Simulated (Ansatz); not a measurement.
**Ga4SeS: a trial structure relaxed**

Aim: relax a trial structure of Ga4SeS and see where it ends.

Method: DFT PBE, scalar-relativistic, plane waves, PAW, in Ansatz 0.2.0.

### Step 1. Starting point

The structure is cubic, space group F-43m (No. 216). The conventional cell has a = 7.897 Å, b = 7.897 Å, c = 7.897 Å, α = 90.00°, β = 90.00°, γ = 90.00°. Ga (site symmetry 3m) has 6 Ga at 2.79 Å and 3 S at 3.27 Å and 3 Se at 3.27 Å as nearest neighbours. Se (site symmetry -43m) has 12 Ga at 3.27 Å as nearest neighbours. S (site symmetry -43m) is surrounded by 12 Ga at 3.27 Å.

Structure file:

```cif
data_structure
_symmetry_space_group_name_H-M 'P 1'
_symmetry_Int_Tables_number 1
_cell_length_a 5.5842
_cell_length_b 5.5842
_cell_length_c 5.5842
_cell_angle_alpha 60.000
_cell_angle_beta 60.000
_cell_angle_gamma 60.000
_cell_volume 123.13
loop_
_atom_site_label
_atom_site_type_symbol
_atom_site_fract_x
_atom_site_fract_y
_atom_site_fract_z
_atom_site_occupancy
Ga1 Ga 0.62501 0.62501 0.62501 1
Ga2 Ga 0.62501 0.12498 0.62501 1
Ga3 Ga 0.12498 0.62501 0.62501 1
Ga4 Ga 0.62501 0.62501 0.12498 1
Se1 Se 0.25000 0.25000 0.25000 1
S1 S 0.00000 0.00000 0.00000 1
```

Recipe of the guess: species swapped into a database cell of YbNi4Au (F-43m, No. 216), with Se on the Yb sites, Ga on the Ni sites and S on the Au sites. The dimensions are guesses.

### Step 2. A first look at the guess

File input.yaml:

```yaml
crystal:
  lattice:
    - [0.0, 3.94860539, 3.94860539]
    - [3.94860539, 0.0, 3.94860539]
    - [3.94860539, 3.94860539, 0.0]
  atoms:
    - { symbol: Ga, position: [0.625008, 0.625008, 0.625008] }
    - { symbol: Ga, position: [0.625008, 0.124976, 0.625008] }
    - { symbol: Ga, position: [0.124976, 0.625008, 0.625008] }
    - { symbol: Ga, position: [0.625008, 0.625008, 0.124976] }
    - { symbol: Se, position: [0.25, 0.25, 0.25] }
    - { symbol: S, position: [0.0, 0.0, 0.0] }
basis:
  ecutwfc: 420
kpoints:
  mp_grid: { grid: [4, 4, 4] }
hamiltonian:
  xc: pbe
scf:
  occupations: { method: gaussian, width: 0.1 }
  lower_state_search: "off"
output:
  forces: true
  stress: true
  eigenvalues: true
```

The run is started by

```
$ ansatz run input.yaml --threads 1 --pin off --max-ram 2560MiB --backend cpu --events-out ev --progress --plain --runs-dir out
```

Standard output (excerpt; [...] marks lines left out):

```text
Warning: RAYON_NUM_THREADS=1 ignored (pool sized by the plan → 1); use --threads N
[...]
Pseudopotentials: kind: paw
Pseudopotential: Ga, paw, valence charge 13, recommended cutoff 420 eV (normal), Ga.paw.azcp
Pseudopotential: Se, paw, valence charge 16, recommended cutoff 420 eV (normal), Se.paw.azcp
Pseudopotential: S, paw, valence charge 6, recommended cutoff 420 eV (normal), S.paw.azcp
Functional definition: PBE
[...]
Crystal: 6 atoms, lattice volume = 123.129 Å³
Basis set: ecut = 420 eV, 2421 PW (Γ), exchange–correlation on 80×80×80 points (8 copies of the dense FFT grid, shifted against one another)
Bands: 45, of which v1, the nominal top of the filled ones, is band 37 counted from 1 (36 counted from 0)
Symmetry: 24 space group operations
Space group: F-43m (ITA 216), of the structure as read, at distance tolerance 5.0e-5 Å
k-points: 8 of 64 (time reversal used)
[...]
SCF iter   1: F=—  HF=-21502.236188 eV  |F-HF|=—  |Δ(HF+E_count)|=         —  Δρ=2.57e-3  dr2=1.64e-2  ethr=1.77e-3  ⟨swp⟩=6.2  Hψ=1326  notcnv=0
[...]
SCF iter   7: F=-21502.229678 eV  HF=-21502.229678 eV  |F-HF|=5.78e-8  |Δ(HF+E_count)|=   1.64e-7  Δρ=9.41e-6  dr2=6.90e-8  ethr=1.35e-10  ⟨swp⟩=7.4  Hψ=1404  notcnv=0
[...]
SCF converged after 7 iterations
Free energy (F): -21502.229678 eV
[...]
E sigma→0 (E₀):  -21502.223370 eV
Entropy (-TS):   -0.012616 eV (-2.103 meV/atom)
Fermi energy:    7.932895 eV
[...]
--- Forces (eV/Å), atoms counted from 1 ---
  atom   1  Ga     0.02553224     0.02553224     0.02553224
  atom   2  Ga    -0.02553224     0.02553224    -0.02553224
  atom   3  Ga     0.02553224    -0.02553224    -0.02553224
  atom   4  Ga    -0.02553224    -0.02553224     0.02553224
  atom   5  Se    -0.00000000     0.00000000    -0.00000000
  atom   6  S      0.00000000    -0.00000000    -0.00000000
[...]
--- Stress (GPa, compression-positive) ---
        0.078409      -0.000000      -0.000000
       -0.000000       0.078409       0.000000
       -0.000000       0.000000       0.078409
  P = ⅓ Tr σ = 0.0784 GPa (0.784 kbar)
--- Band table (eV; the first three rows and the last of 8) ---
[...]
```

Wall time 1.2 s (1 thread of AMD EPYC 9R45 (Zen 5), shared host); peak memory 0.43 GiB.

From the probe: pressure 0.1 GPa, largest force 0.04 eV/Å, gap on this mesh none (metal). The relaxation goes to the converged mesh at once.

### Step 3. Relaxation on the finer mesh

Edit input.yaml of step 2 so:

```diff
@@ -15,3 +15,3 @@
 kpoints:
-  mp_grid: { grid: [4, 4, 4] }
+  mp_grid: { grid: [8, 8, 8] }
 hamiltonian:
@@ -20,3 +20,2 @@
   occupations: { method: gaussian, width: 0.1 }
-  lower_state_search: "off"
 output:
@@ -25 +24,6 @@
   eigenvalues: true
+relax:
+  adjacent_minimum: "off"
+  f_tol: 0.01
+  max_steps: 80
+  cell: { stress_tol: 0.05 }
```

The run is started by

```
$ ansatz run input.yaml --threads 1 --pin off --max-ram 2560MiB --backend cpu --events-out ev --progress --plain --runs-dir out
```

Standard output (excerpt; [...] marks lines left out):

```text
Warning: RAYON_NUM_THREADS=1 ignored (pool sized by the plan → 1); use --threads N
[...]
Pseudopotentials: kind: paw
Pseudopotential: Ga, paw, valence charge 13, recommended cutoff 420 eV (normal), Ga.paw.azcp
Pseudopotential: Se, paw, valence charge 16, recommended cutoff 420 eV (normal), Se.paw.azcp
Pseudopotential: S, paw, valence charge 6, recommended cutoff 420 eV (normal), S.paw.azcp
Functional definition: PBE
[...]
Crystal: 6 atoms, lattice volume = 123.129 Å³
Basis set: ecut = 420 eV, 2421 PW (Γ), exchange–correlation on 80×80×80 points (8 copies of the dense FFT grid, shifted against one another)
Bands: 45, of which v1, the nominal top of the filled ones, is band 37 counted from 1 (36 counted from 0)
Symmetry: 24 space group operations
Space group: F-43m (ITA 216), of the structure as read, at distance tolerance 5.0e-5 Å
k-points: 29 of 512 (time reversal used)
[...]
  P = ⅓ Tr σ = 0.0158 GPa (0.158 kbar)
--- Band table (eV; the first three rows and the last of 29) ---
[...]
--- Relaxed structure (2 steps of the walk, 2 accepted, 1 SCFs on fresh bases) ---
  F+E_penalty+E_count = -21502.16648480 eV   max|allowed force component| = 4.269e-3 eV/Å   (the final SCF, on the basis selected at the relaxed cell)
  cell:  # Å, volume = 123.6553 Å³
    - [3.566760423026913e-34, 3.9542203431630045, 3.9542203431630045]
    - [3.9542203431630045, 1.3757504488818092e-33, 3.9542203431630045]
    - [3.9542203431630045, 3.9542203431630045, 3.464852982369001e-33]
  atoms:
    - { symbol: Ga, position: [0.6251617144232091, 0.6251617144232091, 0.6251617144232091] }
    - { symbol: Ga, position: [0.6251617144232091, 0.12451485673037266, 0.6251617144232091] }
    - { symbol: Ga, position: [0.12451485673037266, 0.6251617144232091, 0.6251617144232091] }
    - { symbol: Ga, position: [0.6251617144232091, 0.6251617144232091, 0.12451485673037266] }
    - { symbol: Se, position: [0.25, 0.25, 0.25] }
    - { symbol: S, position: [-3.203415914312072e-20, -1.3728925347051016e-20, 1.3728925347052057e-20] }
```

It took 14 s on 1 thread of AMD EPYC 9R45 (Zen 5), shared host; peak memory 0.52 GiB.

Step by step:

```csv
step,E - E(step 1) (eV/cell),largest force component (eV/Å),pressure (GPa),volume (Å³)
1,0.0000,0.0134,0.21,123.13
2,-0.0003,0.0043,0.02,123.66
3,-0.0004,0.0043,0.02,123.66
```

Step 1 is the start. Step 3 repeats the geometry before it on a plane-wave basis chosen anew for that cell, so its energy need not be comparable with the rows above.

Lengths and angles in the start's conventional setting:

|  | before | after | change |
| --- | --- | --- | --- |
| a (Å) | 7.897 | 7.908 | +0.1 % |
| b (Å) | 7.897 | 7.908 | +0.1 % |
| c (Å) | 7.897 | 7.908 | +0.1 % |
| volume (Å³/atom) | 20.52 | 20.61 | +0.4 % |
| shortest distance (Å) | 2.792 | 2.792 | 0.0 % |
| space group (0.01 Å) | F-43m | F-43m | same |

The run keeps the 24 symmetry operations of the start, so it could not have lowered the symmetry.

### Step 4. Results

| quantity | value |
| --- | --- |
| symmetry at the end (tolerance 0.05 Å) | space group F-43m (No. 216) |
| conventional cell | a = 7.908 Å, b = 7.908 Å, c = 7.908 Å, α = 90.00°, β = 90.00°, γ = 90.00° |
| volume | 20.61 Å³/atom |
| energy over the elements | +0.18 eV/atom |
| gap on the mesh | none (metal) |

What this shows: The space group F-43m (No. 216) is kept, at nearly the size of the first guess. With a positive formation energy it can't be a ground state. No finished test with a distortion of lower symmetry is shown, so the end may be a saddle point. Spin polarisation is off in the runs that give these values; a magnetic solution could lie lower.
